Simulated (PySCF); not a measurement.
# GaH2Br (SMILES [H][Ga]([H])[Br]) at HF-D3(BJ)/def2-mTZVPP (sfX2C)

Aim: the energy change on altering one bond length of GaH2Br at HF-D3(BJ)/def2-mTZVPP (sfX2C), from 2 runs. 

The results are computed with PySCF 2.14.0.

3 further runs of the same task are left out: 3 set aside as unsound or not needed.

**1. Starting point**

GaH2Br: 4 atoms, total charge 0, spin state singlet. As SMILES, `[H][Ga]([H])[Br]`. Geometry: a GFN2-xTB relaxation, a rough one for these elements and not checked as a minimum.

Bond lengths: Ga1–Br4 2.264 Å, Ga1–H2 1.555 Å, Ga1–H3 1.555 Å. Angles: H2–Ga1–Br4 118.8°, H3–Ga1–Br4 118.8°, H2–Ga1–H3 122.4°.

**2. Energy and forces at HF-D3(BJ)/def2-mTZVPP (sfX2C)**

File job.py:

```python
# GaH2Br
from pyscf import gto, scf

mol = gto.M(
    atom='Ga 0.098300 0.164400 -0.001080; H 1.652210 0.107640 0.012180; H -0.686390 1.506690 -0.020070; Br -1.064120 -1.778730 0.008970',
    verbose=3,
    max_memory=1860,
    symmetry=True,
    charge=0,
    basis='def2-mtzvpp',
)

mf = scf.RHF(mol)
mf = mf.sfx2c1e()
mf.disp = 'd3bj'
mf.kernel()

energy = mf.e_tot
print('E = %.10f Eh' % energy)
grad = mf.nuc_grad_method().kernel()
mf.analyze()
```

Launch:

```bash
OMP_NUM_THREADS=1 python job.py
```

The log of the run:

```text
converged SCF energy = -4536.71245626806
[... 9 lines left out ...]
MO #1   energy= -496.49393750498   occ= 2
[... 8 lines left out ...]
MO #10  energy= -42.9160885782782  occ= 2
[... 8 lines left out ...]
MO #19  energy= -3.12325276160899  occ= 2
[... 8 lines left out ...]
MO #28  energy= -1.20336039410255  occ= 2
[... 8 lines left out ...]
MO #37  energy= 0.181651953632165  occ= 0
[... 8 lines left out ...]
MO #46  energy= 0.445447288619933  occ= 0
[... 8 lines left out ...]
MO #55  energy= 0.863682634101511  occ= 0
[... 8 lines left out ...]
MO #64  energy= 1.94965912572883   occ= 0
[... 8 lines left out ...]
MO #73  energy= 3.10979386736118   occ= 0
[... 8 lines left out ...]
MO #82  energy= 7.24662914607453   occ= 0
[... 5 lines left out ...]
Dipole moment(X, Y, Z, Debye):  0.97061,  1.62299, -0.00954
```

Run time: 8.1 s. Hardware: 1 thread of Arm Neoverse V2, shared host; peak memory 0.2 GiB.

**3. The distorted shape at the same level**

File input.py:

```python
from pyscf import gto, scf

mol = gto.M(
    atom='''
Ga  -0.057091   0.170076  -0.002406
H    1.652210   0.107640   0.012180
H   -0.841781   1.512366  -0.021396
Br  -1.219511  -1.773054   0.007644
''',
    verbose=3,
    max_memory=1860,
    basis='def2-mtzvpp',
    symmetry=True,
)

mf = scf.RHF(mol)
mf = mf.sfx2c1e()
mf.disp = 'd3bj'
mf.kernel()

etot = mf.e_tot
print('E = %.10f Eh' % etot)
grad = mf.nuc_grad_method().kernel()
dip = mf.dip_moment()
pop, q = mf.mulliken_pop()
```

Launch:

```bash
OMP_NUM_THREADS=1 python input.py
```

The log of the run:

```text
converged SCF energy = -4536.70631612259
E = -4536.7063161226 Eh
--------------- sfX2C1eRHF gradients ---------------
         x                y                z
0 Ga    -0.0399671529    -0.0100060336    -0.0002587493
1 H     0.0362356419     0.0012367121     0.0002952848
2 H     0.0007622709     0.0028349764    -0.0000087398
3 Br     0.0029692401     0.0059343452    -0.0000277958
----------------------------------------------
Dipole moment(X, Y, Z, Debye):  0.64581,  1.60456, -0.01195
 ** Mulliken pop  **
pop of  0 Ga 1s           2.00086
pop of  0 Ga 2s           1.99877
pop of  0 Ga 3s           1.25292
pop of  0 Ga 4s           0.71329
pop of  0 Ga 5s           0.77536
pop of  0 Ga 6s           0.31674
pop of  0 Ga 2px          1.99755
pop of  0 Ga 2py          1.99755
pop of  0 Ga 2pz          1.99738
pop of  0 Ga 3px          1.51245
pop of  0 Ga 3py          1.51153
pop of  0 Ga 3pz          1.49285
pop of  0 Ga 4px          0.48535
pop of  0 Ga 4py          0.48587
pop of  0 Ga 4pz          0.49944
pop of  0 Ga 5px          0.45054
pop of  0 Ga 5py          0.41676
pop of  0 Ga 5pz          0.04833
pop of  0 Ga 6px          0.21327
pop of  0 Ga 6py          0.10934
pop of  0 Ga 6pz          0.03167
pop of  0 Ga 3dxy         1.77398
pop of  0 Ga 3dyz         1.77220
pop of  0 Ga 3dz^2        1.76778
pop of  0 Ga 3dxz         1.77261
pop of  0 Ga 3dx2-y2      1.77486
pop of  0 Ga 4dxy         0.22702
pop of  0 Ga 4dyz         0.22228
pop of  0 Ga 4dz^2        0.22742
pop of  0 Ga 4dxz         0.22097
pop of  0 Ga 4dx2-y2      0.22503
pop of  0 Ga 5dxy         0.04341
pop of  0 Ga 5dyz         0.02268
pop of  0 Ga 5dz^2        0.00840
pop of  0 Ga 5dxz         0.01264
pop of  0 Ga 5dx2-y2      0.06042
pop of  1 H 1s            0.42159
pop of  1 H 2s            0.66074
pop of  1 H 2px           0.00387
pop of  1 H 2py           0.00021
pop of  1 H 2pz           0.00009
pop of  2 H 1s            0.45696
pop of  2 H 2s            0.62084
pop of  2 H 2px           0.00155
pop of  2 H 2py           0.00365
pop of  2 H 2pz           0.00016
pop of  3 Br 1s           2.00166
pop of  3 Br 2s           1.99400
pop of  3 Br 3s           1.29436
pop of  3 Br 4s           0.64076
pop of  3 Br 5s           1.02920
pop of  3 Br 6s           0.99446
pop of  3 Br 2px          2.00020
pop of  3 Br 2py          2.00020
pop of  3 Br 2pz          2.00019
pop of  3 Br 3px          1.99010
pop of  3 Br 3py          1.98908
pop of  3 Br 3pz          1.99009
pop of  3 Br 4px          0.43047
pop of  3 Br 4py          0.39425
pop of  3 Br 4pz          0.43082
pop of  3 Br 5px          0.96413
pop of  3 Br 5py          0.90058
pop of  3 Br 5pz          0.97404
pop of  3 Br 6px          0.46034
pop of  3 Br 6py          0.38126
pop of  3 Br 6pz          0.50724
pop of  3 Br 3dxy         1.79557
pop of  3 Br 3dyz         1.79567
pop of  3 Br 3dz^2        1.79606
pop of  3 Br 3dxz         1.79617
pop of  3 Br 3dx2-y2      1.79554
pop of  3 Br 4dxy         0.20136
pop of  3 Br 4dyz         0.20048
pop of  3 Br 4dz^2        0.20033
pop of  3 Br 4dxz         0.19991
pop of  3 Br 4dx2-y2      0.20090
pop of  3 Br 5dxy         0.01304
pop of  3 Br 5dyz         0.00712
pop of  3 Br 5dz^2        0.00695
pop of  3 Br 5dxz         0.00508
pop of  3 Br 5dx2-y2      0.00920
 ** Mulliken atomic charges  **
charge of    0Ga =      0.56049
charge of    1H =     -0.08650
charge of    2H =     -0.08317
charge of    3Br =     -0.39082
```

Run time: 8.1 s. Hardware: 1 thread of Arm Neoverse V2, shared host; peak memory 0.2 GiB.

**4. Results**

Level: HF-D3(BJ)/def2-mTZVPP (sfX2C).

```
                                                          quantity           value
                                         first shape: total energy  -4536.71246 Eh
                                        first shape: dipole moment          1.89 D
                                          first shape: HOMO energy       -10.96 eV
                                          first shape: LUMO energy         0.94 eV
                                        first shape: HOMO–LUMO gap        11.90 eV
                                    first shape: dispersion energy   -50.62 kJ/mol
                             first shape: largest force on an atom      0.768 eV/Å
                                     distorted shape: total energy  -4536.70632 Eh
                                    distorted shape: dipole moment          1.73 D
                                      distorted shape: HOMO energy       -10.93 eV
                                      distorted shape: LUMO energy         0.90 eV
                                    distorted shape: HOMO–LUMO gap        11.83 eV
                                distorted shape: dispersion energy   -50.29 kJ/mol
                         distorted shape: largest force on an atom      2.119 eV/Å
energy change with the Ga1–H2 bond stretched from 1.555 to 1.711 Å        0.167 eV
```

In words: With the Ga1–H2 bond stretched from 1.555 to 1.711 Å the energy rises by 0.17 eV (16.1 kJ/mol). The first shape isn't relaxed at this level, so the change isn't measured from a minimum. The largest force (first shape) is 0.77 eV/Å: the shape isn't a stationary point for this species at this level. Mulliken charges (first shape) run from -0.40 on Br4 to +0.58 on Ga1. The basis (first shape) was contracted for non-relativistic atoms, which limits what the relativistic Hamiltonian can do in the core. The basis (distorted shape) was contracted for non-relativistic atoms, which limits what the relativistic Hamiltonian can do in the core.
